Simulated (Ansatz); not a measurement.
# C₃H₉BO: basis-set convergence

An exercise on one series of results from a longer session: the logs are not shown, and one member is left open.

The runs use Ansatz 0.2.0, Gaussian basis; one geometry, several basis sets.

The runs, in order: PBE0-D4/def2-SVP; ωB97M-V/def2-SVP; PBE0-D4/def2-QZVPP; ωB97M-V/def2-QZVPP; the functionals' def2-TZVPP values are taken from earlier runs.

### The relaxed structure

All runs share one geometry, relaxed beforehand with PBE0-D4 in a triple-zeta def2 set.

SMILES `[BH3-][O+]=C(C)C`, 14 atoms, charge 0, spin multiplicity 1.

Atoms are counted from 1 here; the program's logs count them from 0.

Bond lengths: B1–O2 1.588 Å, B1–H6 1.203 Å, B1–H7 1.217 Å, B1–H8 1.217 Å, O2–C3 1.233 Å, C3–C4 1.477 Å, C3–C5 1.484 Å, C4–H9 1.095 Å, C4–H10 1.088 Å, C4–H11 1.095 Å, C5–H12 1.094 Å, C5–H13 1.094 Å, C5–H14 1.088 Å. Angles: O2–B1–H6 104.6°, O2–B1–H7 105.4°, O2–B1–H8 105.4°, H6–B1–H7 114.3°, H6–B1–H8 114.3°, H7–B1–H8 111.7°, B1–O2–C3 124.1°, O2–C3–C4 121.3°, O2–C3–C5 118.4°, C4–C3–C5 120.3°, C3–C4–H9 108.4°, C3–C4–H10 112.6°, C3–C4–H11 108.4°, H9–C4–H10 111.3°, H9–C4–H11 104.7°, H10–C4–H11 111.2°, C3–C5–H12 109.4°, C3–C5–H13 109.4° and more.

Set-up of the first run:

in.yaml reads:

```yaml
crystal:
  periodic: [false, false, false]
  atoms:
    - {symbol: B, position_ang: [-1.846048, 0.323444, 0.922059]}
    - {symbol: O, position_ang: [-0.378335, -0.280300, 0.981178]}
    - {symbol: C, position_ang: [0.438883, -0.201210, 0.061425]}
    - {symbol: C, position_ang: [0.106038, 0.482184, -1.205162]}
    - {symbol: C, position_ang: [1.777590, -0.812082, 0.253295]}
    - {symbol: H, position_ang: [-2.330059, 0.048423, 1.988302]}
    - {symbol: H, position_ang: [-2.381828, -0.220206, -0.025657]}
    - {symbol: H, position_ang: [-1.697854, 1.516359, 0.732800]}
    - {symbol: H, position_ang: [-0.201855, 1.507316, -0.973918]}
    - {symbol: H, position_ang: [0.929609, 0.468595, -1.915624]}
    - {symbol: H, position_ang: [-0.788932, 0.012131, -1.626224]}
    - {symbol: H, position_ang: [1.953052, -1.556255, -0.529467]}
    - {symbol: H, position_ang: [2.547964, -0.044755, 0.130496]}
    - {symbol: H, position_ang: [1.858874, -1.272746, 1.235298]}
basis:
  gaussian: {orbitals: def2-SVP}
hamiltonian: {xc: pbe0, dispersion: d4}
output: {orbitals: {seedname: orbitals}}
```

Run with:

```sh
$ ansatz run in.yaml --threads 4 --pin off --events-out ev --progress --plain --max-ram 10444MiB
```

Steps of the session up to this table: PBE0-D4 in def2-SVP; ωB97M-V in def2-SVP; PBE0-D4 in def2-QZVPP; ωB97M-V in def2-QZVPP.

One of the session's tables, all rows but one given; the rest of the session is left out.

It belongs to the step «Density functionals: the series». 

```
functional       basis  HOMO (eV)  LUMO (eV)
   PBE0-D4    def2-SVP      -7.51      -1.77
   PBE0-D4  def2-TZVPP          ?          ?
   PBE0-D4  def2-QZVPP      -7.62      -1.81
   ωB97M-V    def2-SVP      -9.80       0.50
   ωB97M-V  def2-TZVPP      -9.96       0.45
   ωB97M-V  def2-QZVPP      -9.96       0.41
```

Q: Estimate the row for PBE0-D4, def2-TZVPP from the others.

As computed: HOMO (eV): -7.61; LUMO (eV): -1.79. In the column «HOMO (eV)» it lies between PBE0-D4, def2-QZVPP (-7.62) and PBE0-D4, def2-SVP (-7.51).
